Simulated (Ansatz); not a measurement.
# GaSb: a single-point run

Wanted: a converged single-point run for GaSb, and a check of what comes out. The structure is shown as the input types it.

Program: Ansatz 0.2.0. Level of theory: density functional or hybrid calculation with the settings of its input, plane waves (as first typed). These are calculated values, not measurements.

2 further runs of the same task are left out: 1 for a known fault of the program, 1 that didn't finish.

### Step 1. Starting point

It takes space group F-43m (No. 216, cubic). The conventional cell has a = 6.132 Å, b = 6.132 Å, c = 6.132 Å, α = 90.00°, β = 90.00°, γ = 90.00°. Ga (site symmetry -43m) has 4 Sb at 2.66 Å as nearest neighbours. Sb (site symmetry -43m) has 4 Ga at 2.66 Å as nearest neighbours.

Structure file:

```cif
data_structure
_symmetry_space_group_name_H-M 'P 1'
_symmetry_Int_Tables_number 1
_cell_length_a 4.3358
_cell_length_b 4.3358
_cell_length_c 4.3358
_cell_angle_alpha 60.000
_cell_angle_beta 60.000
_cell_angle_gamma 60.000
_cell_volume 57.64
loop_
_atom_site_label
_atom_site_type_symbol
_atom_site_fract_x
_atom_site_fract_y
_atom_site_fract_z
_atom_site_occupancy
Ga1 Ga 0.00000 0.00000 0.00000 1
Sb1 Sb 0.25000 0.25000 0.25000 1
```

### Step 2. The calculation

The input, input.yaml:

```yaml
crystal:
  lattice:
    - [0.0, 3.0658787993, 3.0658787993]
    - [3.0658787993, 0.0, 3.0658787993]
    - [3.0658787993, 3.0658787993, 0.0]
  atoms:
    - { symbol: Ga, position: [0.0, 0.0, 0.0] }
    - { symbol: Sb, position: [0.25, 0.25, 0.25] }
kpoints:
  mp_grid: { grid: [6, 6, 6] }
hamiltonian:
  xc: pbesol
scf:
  occupations: { method: fermi_dirac, width: 0.02 }
  n_extra_bands: 4
  max_iter: 60
output:
  forces: true
  stress: true
  eigenvalues: true
basis:
  ecutrho_ratio: 2
```

Run with:

```console
$ ansatz run input.yaml --threads 4 --pin off --max-ram 3686MiB --backend cpu --events-out ev --progress --plain --runs-dir out
```

What happens when this is run?

The run converged and reported no error, with warnings (cutoff below recommended). Its log warns: «basis.ecutrho_ratio = 2 (ecutrho = 840 eV) is below the records' recommended 1680 eV»

Look at the input: basis.ecutrho_ratio is 2. The density grid can't hold the products of the orbitals.

The test: delete basis.ecutrho_ratio (the default then holds).
